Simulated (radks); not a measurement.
**Excited configurations of Fe²⁺**

The task here is to estimate one member of a computed series from the others.

Program: radks (a radial shooting solver on a logarithmic mesh, Libxc functionals) version 1. Level of theory: scalar-relativistic Kohn-Sham, SCAN, spin-unpolarised, spherical densities, finite nucleus. These are calculated values, not measurements, unless marked.

## The system

- element: iron (Z = 26)
- charge: +2
- electrons: 24
- configuration: [Ar] 3d6
- nuclear rms radius: 3.7377 fm

The outer shells:

Fe²⁺
```
[Ar] core
3d [↑↓][↑ ][↑ ][↑ ][↑ ]
```

Set-up of the first run:

Settings of this run:

```text
Z 26
configuration [Ar] 3d6
relativity scalar-relativistic
functional scan,scan
spin unpolarised
nucleus finite rms 3.7377 fm
c 137.035999084
```

Steps of the session up to this table: Ground configuration: [Ar] 3d6.

One table of the session follows, with a row left open; its other results are not shown here.

It belongs to the step «Ground configuration: [Ar] 3d6». From the orbitals of this run (lengths in bohr):

```
level      <r>  outermost maximum (interpolated)  90 % within  nodes
   1s  0.05847                            0.0383        0.104      0
   2s   0.2663                             0.222        0.413      1
   2p        ?                                 ?            ?      ?
   3s   0.8107                             0.701         1.21      2
   3p   0.8575                             0.715         1.32      1
   3d    1.077                             0.715         1.86      0
```

Q: Estimate the row for 2p from the others.

**Answer.** <r>: 0.2353; outermost maximum (interpolated): 0.180; 90 % within: 0.385; nodes: 0. In the column «<r>» it lies between 1s (0.05847) and 2s (0.2663).

Caveats from the session: Spin polarisation and multiplet splitting are left out, so open shells lie too high by an amount that depends on their filling.
